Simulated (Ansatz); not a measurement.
# Co, space group P-3m1: a check of PAW against all-electron LAPW

Computed with Ansatz 0.2.0, Python API.

Run as a notebook:

**Cell 1**
```python
import ansatz as az
import numpy as np
from tabulate import tabulate
```

**Cell 2**
```python
def count_gap(report):
    # lowest empty less highest filled band, counting bands; zero where they overlap
    return max(report.get('gap_by_band_count_ev') or 0.0, 0.0)
```

**Cell 3**
```python
lattice = az.Lattice.of(
    (2.48736, 0.0, 0.0),
    (-1.24368, 2.15412, 0.0),
    (0.0, 0.0, 4.06329),
)
sites = [
    ('Co', (2 / 3, 1 / 3, 0.25986), 3.2),
    ('Co', (1 / 3, 2 / 3, 0.74014), -3.2),
]
crystal = az.Crystal(lattice=lattice)
for symbol, position, moment in sites:
    crystal = crystal.atom(symbol, position, moment=moment or None)

setup = (
    crystal.calculation()
    .functional('lda')
    .occupations('fermi_dirac', width=0.1)
    .spin('collinear')
    .kpoints(15, 15, 8)
    .stress()
    .forces()
    .band_table()
)
variants = {
    'PAW': setup.pseudopotentials('paw'),
    'LAPW': setup.pseudopotentials('all_electron', lapw=True),
}
rows = []
for label, variant in variants.items():
    data = variant.run().report
    levels = np.array(data['eigenvalues_ev'][0]) - data['fermi_energy_ev']
    print(label, 'levels at the first k-point near E_F:', np.round(levels[np.abs(levels) < 5], 3))
    rows.append((label, data['n_electrons'], np.trace(data['stress_gpa']) / 3, count_gap(data), data['magnetization_mub']))
print(tabulate(rows, headers=['treatment', 'electrons in bands', 'P GPa', 'gap by band count eV', 'moment muB'], floatfmt='.4f', tablefmt='github'))
```
Output:
```text
DeckWarning: basis.ecutwfc = 420 eV, auto-derived from the records' recommended cutoffs: set by Co (normal level)
DeckWarning: where an SCF of this run starts from atoms to list the orders of its open shells, Co (site 0, from 0) starts with 3.00 μB on its 3d shell, in the place of the 3.20 μB that the deck gives it: its open shells can hold no more by Hund's first rule. To start from spheres of the given moment, type scf.initial_density.shell_occupations: []
DeckWarning: where an SCF of this run starts from atoms to list the orders of its open shells, Co (site 1, from 0) starts with -3.00 μB on its 3d shell, in the place of the -3.20 μB that the deck gives it: its open shells can hold no more by Hund's first rule. To start from spheres of the given moment, type scf.initial_density.shell_occupations: []
RunWarning: the starting moments were not kept: 1 of 2 ended reversed and 1 kept their direction, counting a site from 0.1 μB. The largest reversed, site 1 (counted from 0, in the order of the report's site_moments_mub), started with -3.2 μB and closes at +1.6e0 μB in its sphere. The starting moments cancel, and the [...]
PAW levels at the first k-point near E_F: [-2.589 -2.526 -2.526 -2.231 -2.231 -1.788 -1.788 -0.702 -0.702 -0.268]
LAPW levels at the first k-point near E_F: [-4.237 -1.097 -1.003 -1.003 -0.678 -0.678 -0.137 -0.137 -0.082  1.037
  1.037]
| treatment   |   electrons in bands |    P GPa |   gap by band count eV |   moment muB |
|-------------|----------------------|----------|------------------------|--------------|
| PAW         |              34.0000 | -17.4411 |                 0.0000 |       3.1821 |
| LAPW        |              34.0000 | -17.5773 |                 0.0000 |      -3.1815 |
```

PAW gives -17.441 GPa and LAPW -17.577 GPa, 0.14 GPa apart. They took 42.3 and 371.4 s of processor time.

Reading the output:
- Total energies depend on the potentials; only differences at equal settings carry meaning. A total without «per atom» is that of the whole cell that was run.
- The SCF didn't keep the moments it started from (some shrank, vanished or turned); what is printed is the state reached.
- A gap by band count of zero or less means overlapping bands, a metal.
- At these settings the cell as given stands under about -17 GPa, so it isn't at this functional's equilibrium volume.
- This isn't the structure that Co takes at ambient conditions.
- Gaps and levels are Kohn-Sham values on a finite set of k-points.
- Warnings are shown shortened and without file and line.
- Pressure is positive in compression; the treatments may keep other shells as core, so totals and counts of electrons can differ.
- Run time: 6.9 min on 1 thread of Arm Neoverse V2, on a shared host, peak memory 1.1 GiB.
